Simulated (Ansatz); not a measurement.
**Sn2TeSe: a single-point run**

Wanted: a converged single-point run for Sn2TeSe, and a check of what comes out. The structure is shown as the input types it. The cell is built on a prototype (ordering on rocksalt) and needn't be the phase found in nature.

Method: density functional or hybrid calculation with the settings of its input, plane waves (as first typed), in Ansatz 0.2.0.

4 further runs of the same task are left out: 1 for a known fault of the program, 3 that didn't finish.

## Step 1: The system as given

Symmetry: R-3m, No. 166, trigonal system. Conventional cell: a = 4.382 Å, b = 4.382 Å, c = 21.373 Å, α = 90.00°, β = 90.00°, γ = 120.00°. Se (site symmetry -3m) has 6 Sn at 3.03 Å as nearest neighbours. Te (site symmetry -3m) is surrounded by 6 Sn at 3.16 Å. Sn (site symmetry 3m) is surrounded by 3 Se at 3.03 Å and 3 Te at 3.16 Å.

Structure file:

```xyz
4
Lattice="2.1912 1.2651 7.1242 -2.1912 1.2651 7.1242 0.0000 -2.5302 7.1242" Properties=species:S:1:pos:R:3 pbc="T T T"
Se    2.1912    1.2651    7.1242
Te    0.0000    0.0000   10.6863
Sn    0.0000    0.0000    5.4613
Sn    0.0000    0.0000   15.9113
```

## Step 2: The run

File input.yaml:

```yaml
crystal:
  lattice:
    - [2.1911871275, 1.2650824779, 7.1242022526]
    - [-2.1911871275, 1.2650824779, 7.1242022526]
    - [0.0, -2.5301649558, 7.1242022526]
  atoms:
    - { symbol: Se, position: [1.0, 0.0, 0.0] }
    - { symbol: Te, position: [0.5, 0.5, 0.5] }
    - { symbol: Sn, position: [0.2555289086, 0.2555289086, 0.2555289086] }
    - { symbol: Sn, position: [0.7444710914, 0.7444710914, 0.7444710914] }
kpoints:
  mp_grid: { grid: [2, 4, 6] }
hamiltonian:
  xc: r2scan
scf:
  occupations: { method: fixed }
  n_extra_bands: 5
output:
  forces: true
  stress: true
  eigenvalues: true
```

Started as:

```bash
$ ansatz run input.yaml --threads 4 --pin off --max-ram 3686MiB --backend cpu --events-out ev --progress --plain --runs-dir out
```

Q: Will this input give a usable result? If not, why, and what should change?

This run ends as converged, with warnings (symmetry narrowed by mesh). Its log warns: «crystal.symmetry: narrowed to the stabiliser of the k-point mesh — unitary ops 12 → 2; excluded 10 operations that carry a point of the 2×4×6 mesh (shift [0, 0 ...»

In the input, kpoints.mp_grid.grid is [2, 4, 6]. The mesh has lower symmetry than the crystal, so equivalent directions are sampled differently.

To check: set kpoints.mp_grid.grid to [6, 6, 6].
